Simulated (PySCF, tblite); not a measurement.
# C3H5F3P2Si: geometry, infrared bands and NMR shifts

Wanted: the infrared bands and NMR shifts of C3H5F3P2Si (`FC(F)=C(F)/P=P/C[SiH3]`), by calculation.

Programs: tblite 0.8.0 and PySCF 2.14.0, with density-fitted response routines of our own. Each step states its level of theory. These are calculated values for one molecule in the gas phase, unless marked as measured. Atoms count from 0, in the outputs and in this text.

**1. The starting structure**

14 atoms, charge 0, multiplicity 1; geometry from: force field or distance geometry start.

Bonds of the start (Å): F0–C1 1.36, C1–F2 1.38, C1–C3 1.33, C3–F4 1.36, C3–P5 1.86, P5–P6 2.00, P6–C7 1.83, C7–Si8 1.89, C7–H9 1.13, C7–H10 1.13, Si8–H11 1.47, Si8–H12 1.45, Si8–H13 1.46.

**2. Relaxing the molecule with GFN2-xTB**

Job settings and geometry (Å):

```
{"job": {"kind": "relax", "xc": "GFN2-xTB", "basis": "xTB"}, "charge": 0, "multiplicity": 1}
F      2.140700     1.391300    -0.989100
C      3.125200     1.139700    -0.084600
F      4.275300     1.893000    -0.046600
C      3.000900     0.146300     0.788500
F      3.932500    -0.180300     1.730100
P      1.429400    -0.846500     0.697000
P     -0.241100     0.149800     1.144400
C     -1.844000    -0.737700     1.085100
Si    -2.748100    -0.266400    -0.503100
H     -2.487200    -0.425200     1.955500
H     -1.710900    -1.856400     1.046100
H     -2.170400     1.022700    -0.901100
H     -2.537400    -1.304000    -1.499500
H     -4.165700    -0.126700    -0.164800
```

On the command line:

```bash
> OMP_NUM_THREADS=1 python probes_run.py task.json out
```

One launch serves the whole session: the jobs run in the order shown.

What it wrote:

```text
step      E/eV     max force
  0    -812.10129    3.000
  1    -812.47186    1.366
  2    -812.69260    1.209
  3    -812.79235    1.053
  4    -812.86675    0.792
  5    -812.91009    0.503
  6    -812.93814    0.467
  7    -812.97450    0.726
  8    -813.01313    0.583
  9    -813.03837    0.418
 10    -813.05826    0.319
 11    -813.07024    0.434
 12    -813.08034    0.414
 13    -813.08984    0.292
 14    -813.09864    0.309
 15    -813.10601    0.243
 16    -813.11134    0.191
 17    -813.11587    0.209
 18    -813.11982    0.197
 19    -813.12253    0.134
 20    -813.12449    0.109
 21    -813.12643    0.108
 22    -813.12858    0.149
 23    -813.13040    0.118
 24    -813.13139    0.072
 25    -813.13191    0.068
 26    -813.13230    0.062
 27    -813.13268    0.065
 28    -813.13301    0.050
 29    -813.13333    0.051
 30    -813.13377    0.071
 31    -813.13438    0.094
 32    -813.13505    0.082
 33    -813.13562    0.073
 34    -813.13614    0.060
 35    -813.13669    0.079
 36    -813.13727    0.077
 37    -813.13781    0.070
 38    -813.13832    0.071
 39    -813.13899    0.068
 40    -813.14011    0.111
 41    -813.14174    0.131
 42    -813.14332    0.100
 43    -813.14463    0.099
 44    -813.14580    0.095
 45    -813.14710    0.135
 46    -813.14900    0.155
 47    -813.15093    0.125
 48    -813.15232    0.075
 49    -813.15309    0.082
 50    -813.15365    0.088
 51    -813.15429    0.081
 52    -813.15505    0.096
 53    -813.15588    0.080
 54    -813.15703    0.071
 55    -813.15761    0.065
 56    -813.15856    0.066
 57    -813.15948    0.074
 58    -813.16080    0.100
 59    -813.16237    0.104
 60    -813.16402    0.082
 61    -813.16521    0.073
 62    -813.16610    0.071
 63    -813.16716    0.112
 64    -813.16807    0.116
 65    -813.17038    0.099
 66    -813.17337    0.083
 67    -813.17460    0.081
 68    -813.17551    0.078
 69    -813.17704    0.100
 70    -813.17858    0.126
 71    -813.18040    0.112
 72    -813.18141    0.082
 73    -813.18224    0.058
 74    -813.18299    0.051
 75    -813.18352    0.051
 76    -813.18367    0.051
 77    -813.18400    0.045
 78    -813.18420    0.053
 79    -813.18456    0.058
 80    -813.18485    0.039
 81    -813.18504    0.037
 82    -813.18518    0.033
 83    -813.18528    0.024
 84    -813.18538    0.022
 85    -813.18545    0.018
 86    -813.18551    0.014
 87    -813.18554    0.017
 88    -813.18558    0.017
 89    -813.18564    0.020
 90    -813.18572    0.026
 91    -813.18580    0.023
 92    -813.18586    0.017
 93    -813.18590    0.014
 94    -813.18593    0.017
 95    -813.18597    0.020
 96    -813.18603    0.022
 97    -813.18609    0.019
 98    -813.18615    0.014
 99    -813.18619    0.016
100    -813.18622    0.017
101    -813.18625    0.018
102    -813.18630    0.020
103    -813.18637    0.021
104    -813.18644    0.019
105    -813.18649    0.010
106    -813.18651    0.007
```

Run time: 0.83 s. Hardware: 1 thread of Intel Xeon 6975P-C, shared host.

Along the way: (not every step is listed)

```
step  energy from step 0 (eV)  largest force (eV/Å)
   0                   0.0000                3.0000
   1                  -0.3706                1.3657
   2                  -0.5913                1.2094
   3                  -0.6911                1.0535
   4                  -0.7655                0.7916
   5                  -0.8088                0.5026
   6                  -0.8369                0.4670
   7                  -0.8732                0.7257
   8                  -0.9118                0.5829
  17                  -1.0146                0.2088
  26                  -1.0310                0.0618
  35                  -1.0354                0.0787
  44                  -1.0445                0.0946
  53                  -1.0546                0.0802
  62                  -1.0648                0.0711
  71                  -1.0791                0.1117
  80                  -1.0836                0.0390
  89                  -1.0844                0.0197
  98                  -1.0849                0.0137
 101                  -1.0850                0.0180
 102                  -1.0850                0.0198
 103                  -1.0851                0.0212
 104                  -1.0851                0.0190
 105                  -1.0852                0.0100
 106                  -1.0852                0.0075
```

Distances of close pairs at the start and the end, largest changes first:

```
  bond  before (Å)  after (Å)  change (Å)
 C1–F2       1.375      1.326      -0.050
 P5–P6       1.996      2.037      +0.041
 C3–P5       1.861      1.822      -0.039
C7–H10       1.127      1.089      -0.039
 C7–H9       1.126      1.091      -0.036
C7–Si8       1.887      1.920      +0.033
 F0–C1       1.360      1.332      -0.029
 C3–F4       1.364      1.350      -0.014
```

The end geometry stands in the next job.

**3. Harmonic vibrations with GFN2-xTB**

Job settings and geometry (Å):

```
{"job": {"kind": "ir", "xc": "GFN2-xTB", "basis": "xTB"}, "charge": 0, "multiplicity": 1}
F      1.934444     1.691726    -0.656139
C      2.897867     1.046684    -0.001423
F      4.048280     1.695570    -0.113238
C      2.692398    -0.087633     0.663180
F      3.759348    -0.675099     1.245919
P      1.158903    -1.068998     0.734596
P     -0.108982     0.446528     1.229038
C     -1.712379    -0.454788     1.180909
Si    -2.535834    -0.294007    -0.546206
H     -2.367523    -0.008276     1.929854
H     -1.578127    -1.505776     1.431290
H     -2.658348     1.126054    -0.871050
H     -1.681680    -0.980174    -1.515848
H     -3.849047    -0.932285    -0.453023
```

What it wrote:

```text
mode    cm-1     km/mol
  1      22.0      0.13
  2      44.0      0.14
  3      49.4      0.03
  4      81.4      0.02
  5     107.6      0.21
  6     149.6      1.01
  7     168.2      2.62
  8     178.9      3.52
  9     240.3      1.55
 10     269.5      2.11
 11     360.6     12.79
 12     419.2     17.49
 13     450.3      5.03
 14     466.1      1.14
 15     501.3     27.37
 16     515.2     23.38
 17     634.9      2.12
 18     662.9      4.83
 19     680.2     18.86
 20     737.7     27.79
 21     759.6    542.77
 22     766.2    187.22
 23     767.5    155.16
 24     793.2    106.46
 25     984.8    157.85
 26    1030.5      9.44
 27    1098.5     87.33
 28    1113.9    139.78
 29    1185.0    214.91
 30    1416.1     10.31
 31    1699.0    240.27
 32    2270.8    117.09
 33    2275.8    366.86
 34    2285.5    270.79
 35    2972.4     13.95
 36    2983.2      4.72
```

It took 0.6 s on 1 thread of Intel Xeon 6975P-C, shared host.

Which atoms move in the most intense modes:

```
cm⁻¹  km/mol                               atoms
 760   542.8         C7 31 %, H11 20 %, Si8 15 %
 766   187.2                  H13 45 %, H11 20 %
 768   155.2                  H12 54 %, H11 37 %
 985   157.8  C3 48 %, F2 24 %, C1 12 %, F0 12 %
1185   214.9           C1 72 %, F0 15 %, F2 12 %
1699   240.3                    C1 57 %, C3 40 %
2276   366.9                  H13 53 %, H12 42 %
2286   270.8                            H11 93 %
```

**4. Nuclear shieldings: PBE0/pcSseg-1**

Same as in step 3 but for these lines:

```diff
@@ -1,2 +1,2 @@
-{"job": {"kind": "ir", "xc": "GFN2-xTB", "basis": "xTB"}, "charge": 0, "multiplicity": 1}
+{"job": {"kind": "nmr", "xc": "PBE0", "basis": "pcSseg-1"}, "charge": 0, "multiplicity": 1}
 F      1.934444     1.691726    -0.656139
```

Level: GIAO PBE0/pcSseg-1 NMR shielding, non-relativistic, gas phase.

What it wrote:

```text
coarse grid: 14488 points
cycle   1  E = -1387.9296704573  dE =  1.161e+00  |g| = 7.689e-01  |ddm| = 3.672e+00
cycle   2  E = -1387.7686538736  dE =  1.610e-01  |g| = 1.231e+00  |ddm| = 1.291e+00
cycle   3  E = -1388.0329838672  dE = -2.643e-01  |g| = 9.213e-02  |ddm| = 9.200e-01
cycle   4  E = -1388.0336285988  dE = -6.447e-04  |g| = 6.983e-02  |ddm| = 1.815e-01
cycle   5  E = -1388.0349598009  dE = -1.331e-03  |g| = 2.316e-02  |ddm| = 1.111e-01
cycle   6  E = -1388.0351159562  dE = -1.562e-04  |g| = 8.810e-03  |ddm| = 3.788e-02
cycle   7  E = -1388.0351338957  dE = -1.794e-05  |g| = 1.382e-03  |ddm| = 9.179e-03
cycle   8  E = -1388.0351343468  dE = -4.511e-07  |g| = 4.805e-04  |ddm| = 2.127e-03
final grid: 131080 points
cycle   9  E = -1388.1077390180  dE = -3.498e-05  |g| = 7.540e-03  |ddm| = 2.239e-02
cycle  10  E = -1388.1077261086  dE =  1.291e-05  |g| = 1.114e-02  |ddm| = 1.462e-02
cycle  11  E = -1388.1077518240  dE = -2.572e-05  |g| = 7.054e-04  |ddm| = 8.284e-03
cycle  12  E = -1388.1077519026  dE = -7.866e-08  |g| = 3.209e-04  |ddm| = 1.063e-03
cycle  13  E = -1388.1077519218  dE = -1.914e-08  |g| = 1.705e-04  |ddm| = 5.733e-04
cycle  14  E = -1388.1077519309  dE = -9.156e-09  |g| = 3.606e-05  |ddm| = 2.531e-04
cycle  15  E = -1388.1077519313  dE = -3.761e-10  |g| = 1.316e-05  |ddm| = 5.294e-05
converged SCF energy = -1388.1077519313

GIAO shielding tensors (ppm)
atom      isotropic    diamagn.    paramagn.     s11        s22        s33       span
  0 F      274.866     478.011    -203.145    217.147    268.336    339.115    121.969
  1 C       17.862     249.157    -231.294    -48.911     44.216     58.281    107.192
  2 F      262.962     466.793    -203.830    233.216    261.976    293.695     60.479
  3 C       42.618     261.879    -219.261     14.892     36.532     76.430     61.538
  4 F      350.008     465.183    -115.175    277.209    362.398    410.416    133.207
  5 P     -199.990     968.921   -1168.911  -1165.554    158.863    406.721   1572.275
  6 P     -367.600     969.013   -1336.613  -1391.157   -165.268    453.625   1844.782
  7 C      159.678     260.158    -100.480    128.178    171.477    179.378     51.200
  8 Si     412.634     879.398    -466.764    353.735    427.717    456.450    102.715
  9 H       28.957      30.701      -1.744     25.268     26.766     34.839      9.571
 10 H       28.665      32.280      -3.615     24.554     27.398     34.043      9.489
 11 H       27.622      28.954      -1.332     24.722     25.811     32.332      7.610
 12 H       28.043      29.106      -1.063     24.692     27.242     32.195      7.503
 13 H       27.202      28.218      -1.016     23.697     24.826     33.083      9.386
```

Run time: 33 s. Hardware: 1 thread of Intel Xeon 6975P-C, shared host; peak memory 0.92 GiB.

Shifts follow as δ = σ(reference) − σ, with reference shieldings (ppm) from runs at the same level and on the same kind of geometry: ¹H TMS 31.72, ¹³C TMS 186.9, ²⁹Si TMS 349.2, ¹⁹F CFCl3 170.9, ³¹P H3PO4 318.4. The references are single molecules in the gas phase, so shifts against H2O, NH3, PH3, H3PO4 or CFCl3 are not on the usual liquid scales and can be off by tens of ppm. Atoms listed in one row are averaged.

```
        atoms                                environment  σ (ppm)  δ (ppm)  δ scaled to CDCl3
           C1            fully substituted alkene carbon     17.9    169.1              163.1
           C3            fully substituted alkene carbon     42.6    144.3              138.9
           C7                 sp3 CH2 bonded to P and Si    159.7     27.2               24.7
H11, H12, H13          hydrogen on a silicon bonded to C    27.62     4.09                  –
      H9, H10  hydrogen on an sp3 CH2 bonded to P and Si    28.81     2.91               2.84
           F2                           vinylic fluorine    263.0    -92.0                  –
           F0                           vinylic fluorine    274.9   -103.9                  –
           F4                           vinylic fluorine    350.0   -179.1                  –
           P6                  phosphorus bonded to C, P   -367.6    686.0                  –
           P5                  phosphorus bonded to C, P   -200.0    518.4                  –
          Si8                   silicon bonded to C, 3 H    412.6    -63.5                  –
```

The scaled column applies a straight-line fit of computed shieldings to shifts measured in CDCl3, and one for carbons that bear F (root-mean-square error 0.16 ppm for H, 1.9 ppm for C).

Charges from the same density, by scheme (e):

```
atoms  Mulliken    IAO  Hirshfeld  ESP fit
   F0     -0.23  -0.24      -0.06    -0.10
   C1      0.58   0.52       0.15     0.21
   F2     -0.23  -0.22      -0.06    -0.10
   C3     -0.10  -0.02      -0.03     0.17
   F4     -0.26  -0.26      -0.09    -0.16
   P5      0.17   0.13       0.03    -0.09
   P6      0.15   0.21       0.08    -0.10
   C7     -0.78  -0.73      -0.21    -0.13
  Si8      0.52   0.61       0.32     0.28
```

Mayer bond orders: F0–C1 1.01, C1–F2 1.03, C1–C3 1.65, C3–F4 0.93, C3–P5 0.96, P5–P6 1.77, P6–C7 0.98, C7–Si8 0.85.

**5. Results**

| quantity | value |
| --- | --- |
| strongest single infrared mode (GFN2-xTB) | 760 cm⁻¹, 543 km/mol |
| zero-point energy (GFN2-xTB) | 44.5 kcal/mol |
| ¹³C shifts against TMS (PBE0/pcSseg-1) | 169.1, 144.3, 27.2 ppm |
| ¹H shifts against TMS (PBE0/pcSseg-1, means over atoms taken as alike) | 4.09, 2.91 ppm |
| ¹⁹F shifts against CFCl3 (PBE0/pcSseg-1) | -92.0, -103.9, -179.1 ppm |
| ³¹P shifts against H3PO4 (PBE0/pcSseg-1) | 686.0, 518.4 ppm |
| ²⁹Si shifts against TMS (PBE0/pcSseg-1) | -63.5 ppm |

In words: Relaxing lowered the energy by 1.085 eV in 106 steps; the close pair that moved most is C1–F2, from 1.375 to 1.326 Å. All 36 modes are real, so the xTB geometry is a minimum. The strongest single mode, at 760 cm⁻¹, is spread over several atoms, C7, H11, Si8 among them. GFN2-xTB is a fitted tight-binding method: band positions and strengths are rough. Its intensities can rank the bands wrongly. At PBE0/pcSseg-1: The widest tensor belongs to P6: span 1845 ppm, with a paramagnetic part of -1337 ppm.
